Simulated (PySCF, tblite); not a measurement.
# C3H5F3OS: a rotation path, then NMR shifts on frames

Aim: move C3H5F3OS (`C[S@@](=O)[C@H](F)C(F)F`) away from its starting geometry and see how NMR shifts follow the geometry.

Computed with tblite 0.8.0 and PySCF 2.14.0, with density-fitted response routines of our own, on a single molecule in the gas phase. Atoms count from 0, in the outputs and in this text.

## (1) Starting geometry

13 atoms, charge 0, multiplicity 1; geometry from: GFN2-xTB.

Bonds of the start (Å): C0–S1 1.84, S1–O2 1.46, S1–C3 1.91, C3–F4 1.36, C3–C5 1.52, C5–F6 1.35, C5–F7 1.35, C0–H8 1.08, C0–H9 1.09, C0–H10 1.08, C3–H11 1.10, C5–H12 1.10.

## (2) A band between two rotamers with GFN2-xTB

Job settings and geometry (Å):

```
{"job": {"kind": "neb", "xc": "GFN2-xTB", "basis": "xTB", "atoms": [1, 3, 5, 6], "turn": 120}, "charge": 0, "multiplicity": 1}
C      1.714001     0.638156    -0.007631
S      1.059372    -1.076420     0.021827
O      0.747367    -1.376207     1.415481
C     -0.653353    -0.649967    -0.706571
F     -0.490871     0.061470    -1.854765
C     -1.483102     0.089076     0.336593
F     -1.253544     1.418479     0.305374
F     -2.807217    -0.078857     0.117611
H      1.170044     1.257496     0.696315
H      2.757589     0.580817     0.284739
H      1.631972     1.025397    -1.016545
H     -1.147067    -1.595897    -0.955137
H     -1.249578    -0.293057     1.344980
```

Method: GFN2-xTB climbing-image nudged elastic band, gas phase.

On the command line:

```
$ OMP_NUM_THREADS=1 python probes_run.py task.json out
```

The driver reads the jobs from task.json and runs them one after another.

The program printed:

```text
image   E - E0 / eV
  0      -0.0000
  1       0.0224
  2       0.0628
  3       0.0938
  4       0.1075
  5       0.1136
  6       0.1212
  7       0.1272
  8       0.0911
```

Wall time 2.7 s (1 thread of Arm Neoverse V1, shared host); peak memory 0.18 GiB.

The final band, with the dihedral S1–C3–C5–F6:

```tsv
image	dihedral (°)	energy (eV)	energy (kcal/mol)
0	87	0.000	0.0
1	103	0.022	0.5
2	119	0.063	1.4
3	135	0.094	2.2
4	150	0.107	2.5
5	165	0.114	2.6
6	178	0.121	2.8
7	192	0.127	2.9
8	206	0.091	2.1
```

## (3) Shielding tensors: image 0, PBE0/pcSseg-1

Job settings and geometry (Å):

```
{"job": {"kind": "nmr", "xc": "PBE0", "basis": "pcSseg-1", "pop": false}, "charge": 0, "multiplicity": 1}
C      1.714000     0.638200    -0.007600
S      1.059400    -1.076400     0.021800
O      0.747400    -1.376200     1.415500
C     -0.653400    -0.650000    -0.706600
F     -0.490900     0.061500    -1.854800
C     -1.483100     0.089100     0.336600
F     -1.253500     1.418500     0.305400
F     -2.807200    -0.078900     0.117600
H      1.170000     1.257500     0.696300
H      2.757600     0.580800     0.284700
H      1.632000     1.025400    -1.016500
H     -1.147100    -1.595900    -0.955100
H     -1.249600    -0.293100     1.345000
```

Level: GIAO PBE0/pcSseg-1 NMR shielding, non-relativistic, gas phase.

The program printed:

```text
coarse grid: 12328 points
cycle   1  E = -889.1816251593  dE =  1.357e+00  |g| = 1.165e+00  |ddm| = 3.292e+00
cycle   2  E = -888.1628469842  dE =  1.019e+00  |g| = 2.530e+00  |ddm| = 3.611e+00
cycle   3  E = -889.3940665654  dE = -1.231e+00  |g| = 3.907e-01  |ddm| = 3.140e+00
cycle   4  E = -889.4207998674  dE = -2.673e-02  |g| = 1.504e-01  |ddm| = 4.635e-01
cycle   5  E = -889.4243838293  dE = -3.584e-03  |g| = 2.831e-02  |ddm| = 1.127e-01
cycle   6  E = -889.4245385045  dE = -1.547e-04  |g| = 1.064e-02  |ddm| = 2.877e-02
cycle   7  E = -889.4245605429  dE = -2.204e-05  |g| = 1.791e-03  |ddm| = 8.278e-03
cycle   8  E = -889.4245611560  dE = -6.132e-07  |g| = 5.853e-04  |ddm| = 2.556e-03
final grid: 118256 points
cycle   9  E = -889.5046554309  dE = -3.622e-05  |g| = 1.088e-02  |ddm| = 2.556e-02
cycle  10  E = -889.5046087521  dE =  4.668e-05  |g| = 1.875e-02  |ddm| = 2.536e-02
cycle  11  E = -889.5046789118  dE = -7.016e-05  |g| = 2.392e-03  |ddm| = 1.805e-02
cycle  12  E = -889.5046799764  dE = -1.065e-06  |g| = 3.075e-04  |ddm| = 2.052e-03
cycle  13  E = -889.5046799881  dE = -1.173e-08  |g| = 1.432e-04  |ddm| = 2.724e-04
cycle  14  E = -889.5046799912  dE = -3.128e-09  |g| = 3.757e-05  |ddm| = 1.222e-04
cycle  15  E = -889.5046799915  dE = -3.208e-10  |g| = 6.423e-06  |ddm| = 4.455e-05
converged SCF energy = -889.5046799915

GIAO shielding tensors (ppm)
atom      isotropic    diamagn.    paramagn.     s11        s22        s33       span
  0 C      146.923     254.626    -107.703    112.923    141.403    186.444     73.521
  1 S      172.970    1052.423    -879.453     16.433     90.578    411.898    395.465
  2 O      284.348     398.085    -113.736     63.945    310.309    478.791    414.846
  3 C       82.767     250.068    -167.301     60.307     76.019    111.974     51.667
  4 F      404.874     473.293     -68.418    376.278    386.067    452.277     75.999
  5 C       71.878     241.124    -169.246     49.436     62.864    103.335     53.899
  6 F      326.305     473.243    -146.938    215.238    323.252    440.425    225.187
  7 F      326.386     469.224    -142.838    175.890    338.624    464.644    288.755
  8 H       29.018      31.153      -2.134     24.491     29.841     32.722      8.231
  9 H       28.969      28.764       0.205     25.744     26.902     34.260      8.516
 10 H       29.446      30.597      -1.152     24.959     28.758     34.620      9.662
 11 H       26.134      29.709      -3.575     24.634     25.518     28.250      3.616
 12 H       24.782      28.410      -3.628     21.116     24.897     28.332      7.217
```

Run time: 29 s. Hardware: 1 thread of Arm Neoverse V1, shared host; peak memory 0.75 GiB.

Shifts follow as δ = σ(reference) − σ, with reference shieldings (ppm) from runs at the same level and on the same kind of geometry: 1H TMS 31.72, 13C TMS 186.9, 19F CFCl3 170.9, 17O H2O 336.1, 33S CS2 504. The references are single molecules in the gas phase, so shifts against H2O, NH3, PH3, H3PO4 or CFCl3 are not on the usual liquid scales and can be off by tens of ppm. Each atom is listed at this fixed geometry, with no averaging over motion; a spectrum would average atoms that exchange fast.

```tsv
atoms	environment	σ (ppm)	δ (ppm)
C5	sp3 CH bonded to 2 F	71.9	115.0
C3	sp3 CH bonded to F and S	82.8	104.2
C0	methyl carbon bonded to S	146.9	40.0
H12	hydrogen on an sp3 CH bonded to 2 F	24.78	6.94
H11	hydrogen on an sp3 CH bonded to F and S	26.13	5.58
H9	hydrogen on a methyl carbon bonded to S	28.97	2.75
H8	hydrogen on a methyl carbon bonded to S	29.02	2.70
H10	hydrogen on a methyl carbon bonded to S	29.45	2.27
S1	sulfoxide sulfur	173	331
O2	S=O oxygen	284.3	51.7
F6	fluorine of a CF2 group	326.3	-155.4
F7	fluorine of a CF2 group	326.4	-155.4
F4	fluorine on an sp3 carbon	404.9	-233.9
```

The fields below are evaluated on a grid from the run's orbitals.

Frontier orbitals at PBE0/pcSseg-1, with the share of their density that lies nearest to each atom:

```tsv
orbital	energy (eV)	lies on
HOMO	-7.35	O2 49 %; S1 27 %; C3 7 %
LUMO	-0.18	S1 43 %; C3 18 %; O2 11 %
```

ELF in a plane through or near 3 of the atoms.

Ten even steps from '0' (0.00) to '9' (1.00):
```
0000000000000000000000000000
0000000000000000000000000000
0000000000011100000000000000
0000000001345431000000000000
0000000003588874100000000000
0000000003684686100000000000
0000000001475784000000000000
0000166301245420132001000000
0000899964554200342135410000
0001999984663114743478620000
0000799938151015854678730000
0000255566640001442588620000
0000001489850000000266410000
0000000489840000000011000000
0000000146510000000000000000
0000000000000000000000000000
0000000000000000000000000000
0000000000000000000000000000
0000000000000000000000000000
0000000000000000000000000000
```
The map spans 10.8 Å across and 9.3 Å up, centred on the molecule. Atoms in the plane (x, y in Å): C0 (-1.8, -0.2), O2 (-0.5, 2.1), H9 (-2.8, 0.2).

On the surface of density 0.002 e/bohr³ the electrostatic potential runs, from the 1st to the 99th percentile, from -1.60 V near O2 to 1.55 V near H11.

## (4) Nuclear shieldings: image 3, PBE0/pcSseg-1

Job settings and geometry (Å):

```
{"job": {"kind": "nmr", "xc": "PBE0", "basis": "pcSseg-1", "pop": false}, "charge": 0, "multiplicity": 1}
C      1.763500     0.529300     0.066100
S      0.999600    -1.142500    -0.017600
O      0.641000    -1.481500     1.352500
C     -0.653700    -0.544300    -0.760500
F     -0.397100     0.268300    -1.821100
C     -1.488100     0.170900     0.308800
F     -2.005800     1.318800    -0.172600
F     -2.526700    -0.608600     0.672400
H      1.244200     1.135900     0.800200
H      2.793100     0.387200     0.378400
H      1.734000     0.989100    -0.914600
H     -1.192900    -1.423400    -1.129300
H     -0.915500     0.401200     1.219600
```

Level: GIAO PBE0/pcSseg-1 NMR shielding, non-relativistic, gas phase.

The program printed:

```text
coarse grid: 12328 points
cycle   1  E = -889.1751800595  dE =  1.363e+00  |g| = 1.169e+00  |ddm| = 3.296e+00
cycle   2  E = -888.1110532424  dE =  1.064e+00  |g| = 2.569e+00  |ddm| = 3.700e+00
cycle   3  E = -889.3884549857  dE = -1.277e+00  |g| = 3.994e-01  |ddm| = 3.223e+00
cycle   4  E = -889.4163407686  dE = -2.789e-02  |g| = 1.530e-01  |ddm| = 4.651e-01
cycle   5  E = -889.4200446685  dE = -3.704e-03  |g| = 2.894e-02  |ddm| = 1.125e-01
cycle   6  E = -889.4202076988  dE = -1.630e-04  |g| = 1.096e-02  |ddm| = 3.010e-02
cycle   7  E = -889.4202308323  dE = -2.313e-05  |g| = 1.910e-03  |ddm| = 8.528e-03
cycle   8  E = -889.4202315121  dE = -6.798e-07  |g| = 5.959e-04  |ddm| = 2.547e-03
final grid: 118256 points
cycle   9  E = -889.4996703762  dE = -3.721e-05  |g| = 1.080e-02  |ddm| = 2.527e-02
cycle  10  E = -889.4996253643  dE =  4.501e-05  |g| = 1.840e-02  |ddm| = 2.531e-02
cycle  11  E = -889.4996939603  dE = -6.860e-05  |g| = 2.508e-03  |ddm| = 1.784e-02
cycle  12  E = -889.4996951391  dE = -1.179e-06  |g| = 3.408e-04  |ddm| = 2.178e-03
cycle  13  E = -889.4996951555  dE = -1.641e-08  |g| = 1.459e-04  |ddm| = 3.221e-04
cycle  14  E = -889.4996951585  dE = -3.039e-09  |g| = 4.150e-05  |ddm| = 1.190e-04
cycle  15  E = -889.4996951589  dE = -3.972e-10  |g| = 7.724e-06  |ddm| = 4.864e-05
converged SCF energy = -889.4996951589

GIAO shielding tensors (ppm)
atom      isotropic    diamagn.    paramagn.     s11        s22        s33       span
  0 C      147.616     254.884    -107.268    112.040    142.066    188.742     76.702
  1 S      169.291    1052.305    -883.014     13.876     96.123    397.873    383.997
  2 O      292.922     397.745    -104.822     74.289    318.358    486.120    411.831
  3 C       83.603     249.937    -166.334     64.705     76.045    110.060     45.355
  4 F      384.710     473.121     -88.411    343.864    376.903    433.362     89.498
  5 C       73.108     243.339    -170.231     50.806     71.866     96.652     45.847
  6 F      326.329     470.243    -143.915    206.970    334.222    437.793    230.823
  7 F      295.475     470.105    -174.629    194.088    328.768    363.570    169.483
  8 H       29.509      31.317      -1.808     25.836     29.223     33.469      7.634
  9 H       28.934      28.737       0.197     25.804     26.929     34.070      8.266
 10 H       29.468      30.553      -1.085     24.646     28.808     34.950     10.305
 11 H       26.377      29.668      -3.291     24.072     26.244     28.814      4.742
 12 H       25.168      29.219      -4.050     23.452     23.813     28.241      4.789
```

Run time: 23 s. Hardware: 1 thread of Arm Neoverse V1, shared host; peak memory 0.87 GiB.

Key values: δ C5 113.8, C3 103.3, C0 39.3, S1 334, H12 6.55, H11 5.34 ppm.

## (5) Nuclear shieldings: image 7, PBE0/pcSseg-1

Job settings and geometry (Å):

```
{"job": {"kind": "nmr", "xc": "PBE0", "basis": "pcSseg-1", "pop": false}, "charge": 0, "multiplicity": 1}
C      1.782200     0.406700     0.210100
S      0.971900    -1.206200    -0.155300
O      0.686100    -1.817700     1.127600
C     -0.671700    -0.433300    -0.793400
F     -0.314500     0.432500    -1.789800
C     -1.518000     0.320200     0.227600
F     -2.746000     0.572200    -0.291900
F     -1.722700    -0.412000     1.332500
H      1.261900     0.913900     1.014200
H      2.794400     0.175500     0.527000
H      1.806500     1.002800    -0.694600
H     -1.257000    -1.241500    -1.244700
H     -1.077500     1.287500     0.513000
```

With the program's defaults for keys left out, this is: GIAO PBE0/pcSseg-1 NMR shielding, non-relativistic, gas phase.

The program printed:

```text
coarse grid: 12328 points
cycle   1  E = -889.1661931083  dE =  1.356e+00  |g| = 1.178e+00  |ddm| = 3.302e+00
cycle   2  E = -887.9204608999  dE =  1.246e+00  |g| = 2.720e+00  |ddm| = 4.123e+00
cycle   3  E = -889.3820935554  dE = -1.462e+00  |g| = 4.238e-01  |ddm| = 3.654e+00
cycle   4  E = -889.4131151792  dE = -3.102e-02  |g| = 1.663e-01  |ddm| = 5.079e-01
cycle   5  E = -889.4174958312  dE = -4.381e-03  |g| = 3.038e-02  |ddm| = 1.225e-01
cycle   6  E = -889.4176767504  dE = -1.809e-04  |g| = 1.190e-02  |ddm| = 3.207e-02
cycle   7  E = -889.4177042391  dE = -2.749e-05  |g| = 2.143e-03  |ddm| = 9.522e-03
cycle   8  E = -889.4177051199  dE = -8.807e-07  |g| = 6.629e-04  |ddm| = 3.013e-03
final grid: 118256 points
cycle   9  E = -889.4976123545  dE = -3.950e-05  |g| = 1.118e-02  |ddm| = 2.650e-02
cycle  10  E = -889.4975599070  dE =  5.245e-05  |g| = 1.957e-02  |ddm| = 2.786e-02
cycle  11  E = -889.4976375292  dE = -7.762e-05  |g| = 2.627e-03  |ddm| = 2.003e-02
cycle  12  E = -889.4976388332  dE = -1.304e-06  |g| = 3.637e-04  |ddm| = 2.348e-03
cycle  13  E = -889.4976388525  dE = -1.931e-08  |g| = 1.549e-04  |ddm| = 3.471e-04
cycle  14  E = -889.4976388559  dE = -3.383e-09  |g| = 4.118e-05  |ddm| = 1.204e-04
cycle  15  E = -889.4976388563  dE = -3.981e-10  |g| = 9.613e-06  |ddm| = 5.515e-05
converged SCF energy = -889.4976388563

GIAO shielding tensors (ppm)
atom      isotropic    diamagn.    paramagn.     s11        s22        s33       span
  0 C      147.639     254.857    -107.218    115.241    141.652    186.024     70.783
  1 S      139.471    1051.681    -912.209    -69.220     73.951    413.683    482.903
  2 O      264.175     396.781    -132.605     27.598    282.478    482.451    454.853
  3 C       84.943     251.821    -166.878     64.342     78.195    112.292     47.950
  4 F      393.481     473.783     -80.302    365.820    385.246    429.378     63.558
  5 C       67.523     241.161    -173.638     50.224     66.803     85.544     35.320
  6 F      297.389     469.521    -172.132    185.365    337.788    369.014    183.650
  7 F      318.303     471.654    -153.351    225.936    312.491    416.482    190.546
  8 H       29.068      31.472      -2.404     25.149     29.041     33.013      7.865
  9 H       28.988      28.761       0.227     26.189     26.891     33.883      7.694
 10 H       29.418      30.643      -1.225     25.046     28.782     34.427      9.381
 11 H       26.440      29.525      -3.085     24.718     26.196     28.406      3.688
 12 H       25.113      28.773      -3.661     22.952     25.173     27.213      4.261
```

It took 23 s on 1 thread of Arm Neoverse V1, shared host; peak memory 0.79 GiB.

This run: δ C5 119.4, C3 102.0, C0 39.3, S1 364, H12 6.60, H11 5.28 ppm.

## (6) Shielding tensors: image 8, PBE0/pcSseg-1

Job settings and geometry (Å):

```
{"job": {"kind": "nmr", "xc": "PBE0", "basis": "pcSseg-1", "pop": false}, "charge": 0, "multiplicity": 1}
C      1.675800     0.388800     0.377500
S      1.007000    -1.190800    -0.295700
O      0.737600    -2.050900     0.838800
C     -0.683200    -0.468200    -0.848100
F     -0.406300     0.252100    -1.979400
C     -1.414400     0.438500     0.137500
F     -2.748800     0.404800    -0.088000
F     -1.238400     0.040400     1.411400
H      1.160400     0.645100     1.296000
H      2.726100     0.214700     0.590100
H      1.578800     1.159600    -0.378600
H     -1.312500    -1.320400    -1.126700
H     -1.086500     1.486600     0.047600
```

Method: GIAO PBE0/pcSseg-1 NMR shielding, non-relativistic, gas phase.

The program printed:

```text
coarse grid: 12328 points
cycle   1  E = -889.1669127095  dE =  1.355e+00  |g| = 1.178e+00  |ddm| = 3.302e+00
cycle   2  E = -887.9152947043  dE =  1.252e+00  |g| = 2.723e+00  |ddm| = 4.135e+00
cycle   3  E = -889.3829775743  dE = -1.468e+00  |g| = 4.211e-01  |ddm| = 3.673e+00
cycle   4  E = -889.4135384577  dE = -3.056e-02  |g| = 1.653e-01  |ddm| = 5.093e-01
cycle   5  E = -889.4178431357  dE = -4.305e-03  |g| = 2.978e-02  |ddm| = 1.197e-01
cycle   6  E = -889.4180160117  dE = -1.729e-04  |g| = 1.189e-02  |ddm| = 3.158e-02
cycle   7  E = -889.4180437502  dE = -2.774e-05  |g| = 2.058e-03  |ddm| = 9.558e-03
cycle   8  E = -889.4180445763  dE = -8.261e-07  |g| = 6.768e-04  |ddm| = 2.985e-03
final grid: 118256 points
cycle   9  E = -889.4981585299  dE = -4.136e-05  |g| = 1.105e-02  |ddm| = 2.682e-02
cycle  10  E = -889.4981091120  dE =  4.942e-05  |g| = 1.917e-02  |ddm| = 2.667e-02
cycle  11  E = -889.4981828146  dE = -7.370e-05  |g| = 2.544e-03  |ddm| = 1.922e-02
cycle  12  E = -889.4981840275  dE = -1.213e-06  |g| = 3.855e-04  |ddm| = 2.363e-03
cycle  13  E = -889.4981840490  dE = -2.149e-08  |g| = 1.505e-04  |ddm| = 3.489e-04
cycle  14  E = -889.4981840523  dE = -3.268e-09  |g| = 4.389e-05  |ddm| = 1.283e-04
cycle  15  E = -889.4981840527  dE = -4.468e-10  |g| = 8.060e-06  |ddm| = 5.498e-05
converged SCF energy = -889.4981840527

GIAO shielding tensors (ppm)
atom      isotropic    diamagn.    paramagn.     s11        s22        s33       span
  0 C      147.826     255.460    -107.634    115.648    140.792    187.037     71.389
  1 S      130.120    1051.534    -921.414   -112.467     73.832    428.995    541.462
  2 O      253.041     396.511    -143.470     19.110    270.108    469.906    450.796
  3 C       80.555     252.109    -171.554     59.077     77.389    105.198     46.121
  4 F      391.119     473.311     -82.192    366.761    382.861    423.736     56.975
  5 C       64.322     239.945    -175.622     48.383     65.670     78.914     30.531
  6 F      294.438     469.482    -175.044    193.133    328.283    361.899    168.766
  7 F      325.609     473.571    -147.962    225.952    326.763    424.112    198.160
  8 H       28.682      31.253      -2.570     24.302     29.475     32.270      7.969
  9 H       28.873      28.764       0.109     25.895     26.839     33.887      7.993
 10 H       29.548      31.193      -1.646     25.793     28.613     34.237      8.444
 11 H       26.389      29.620      -3.231     24.739     26.678     27.751      3.012
 12 H       25.174      28.587      -3.414     23.179     25.791     26.551      3.372
```

Wall time 21 s (1 thread of Arm Neoverse V1, shared host); peak memory 0.79 GiB.

In short: δ C5 122.6, C3 106.4, C0 39.1, S1 374, H12 6.54, H11 5.33 ppm.

## (7) Run by run: NMR shifts

Shifts (ppm) of some atoms, chosen among heavy atoms and hydrogens apart, with basis size and wall time:

```tsv
frame	H12	H8	S1	O2	F6	F7	F4	functions	time
image 0	6.94	2.70	331	51.7	-155.4	-155.4	-233.9	168	29 s
image 3	6.55	2.21	334	43.2	-155.4	-124.5	-213.8	168	23 s
image 7	6.60	2.65	364	71.9	-126.4	-147.4	-222.5	168	23 s
image 8	6.54	3.03	374	83.0	-123.5	-154.7	-220.2	168	21 s
```

## (8) What came out

| quantity | value |
| --- | --- |
| barrier | 0.127 eV (2.9 kcal/mol) at image 7 |
| end to end (GFN2-xTB) | 0.091 eV |
| 13C shifts against TMS (PBE0/pcSseg-1, image 0) | 115.0, 104.2, 40.0 ppm |
| 1H shifts against TMS (PBE0/pcSseg-1, image 0) | 6.94, 5.58, 2.75, 2.70, 2.27 ppm |
| 33S shifts against CS2 (PBE0/pcSseg-1, image 0) | 331 ppm |
| 17O shifts against H2O (PBE0/pcSseg-1, image 0) | 51.7 ppm |
| 19F shifts against CFCl3 (PBE0/pcSseg-1, image 0) | -155.4, -155.4, -233.9 ppm |
| surface potential, 1st and 99th percentile | -1.60 V and 1.55 V |
| range of the shift of S1 | 331 to 374 ppm |

What this shows: Along the band the dihedral turns by 119°, and the top (dihedral 192°) lies 2.9 kcal/mol above the start (GFN2-xTB, rough), so at room temperature this motion is fast. The top was not checked by a frequency run. Shifts at one fixed geometry are not the observed spectrum, which averages over the motion. Across the 4 runs the shift of S1 moves most, between 331 (image 0) and 374 ppm (image 8).
